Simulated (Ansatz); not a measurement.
# GaP: the cost of one run

All numbers are computed with Ansatz 0.2.0 through its Python package. Level of theory: DFT r2SCAN, plane waves, PAW.

### Step 1. Starting point

The structure is cubic, space group F-43m (No. 216). Conventional cell: a = 5.451 Å, b = 5.451 Å, c = 5.451 Å, α = 90.00°, β = 90.00°, γ = 90.00°. Around Ga (site symmetry -43m) lie 4 P at 2.36 Å. P (site symmetry -43m) is surrounded by 4 Ga at 2.36 Å.

No structure file is read: the coordinates are typed or built in the script.

### Step 2. The script

Contents of gap.py:

```python
"""Equation of state of GaP."""

import ansatz as az
import numpy as np
from scipy.optimize import curve_fit

VECTORS = np.array([
    [0.0, 2.72525, 2.72525],
    [2.72525, 0.0, 2.72525],
    [2.72525, 2.72525, 0.0],
])
SITES = [
    ("Ga", (0.0, 0.0, 0.0)),
    ("P", (0.25, 0.25, 0.25)),
]


def crystal_on(cell):
    crystal = az.Crystal(lattice=az.Lattice.of(cell))
    for symbol, position in SITES:
        crystal = crystal.atom(symbol, position)
    return crystal

def vinet(v, e0, v0, b0, b1):
    eta = (v / v0) ** (1 / 3)
    return e0 + 2 * b0 * v0 / (b1 - 1) ** 2 * (2 - (5 + 3 * b1 * (eta - 1) - 3 * eta) * np.exp(-1.5 * (b1 - 1) * (eta - 1)))


def main() -> None:
    # uniform scaling of the cell
    volumes, energies = [], []
    for scale in np.linspace(0.95, 1.07, 5):
        cell = VECTORS * scale ** (1 / 3)
        calc = (
            crystal_on(cell).calculation()
            .functional("r2scan")
            .pseudopotentials("paw")
            .occupations("Fixed")
            .basis(600)
            .kpoints(6, 6, 6)
        )
        summary = calc.run(threads=1, pin="off").report
        volumes.append(abs(np.linalg.det(cell)) / len(SITES))
        energies.append(summary["free_energy_ev"] / len(SITES))
        print(f"V = {volumes[-1]:8.4f} A^3/atom  F = {energies[-1]:.5f} eV/atom")

    guess = (min(energies), volumes[int(np.argmin(energies))], 0.5, 4.5)
    (e0, v0, b0, b1), _ = curve_fit(vinet, np.array(volumes), np.array(energies), p0=guess, maxfev=20000)
    print(f"Vinet fit: V0 = {v0:.4f} A^3/atom, B0 = {160.21766 * b0:.1f} GPa, B1 = {b1:.2f}")
    print("largest residual", round(1000 * float(np.abs(vinet(np.array(volumes), e0, v0, b0, b1) - energies).max()), 3), "meV/atom")


if __name__ == "__main__":
    main()
```

### Step 3. Running it

On the command line:

```bash
$ python gap.py
```

What time and memory should one allow on 1 thread of Arm Neoverse V1, shared host?

About 14 s, with a peak of 0.5 GiB.
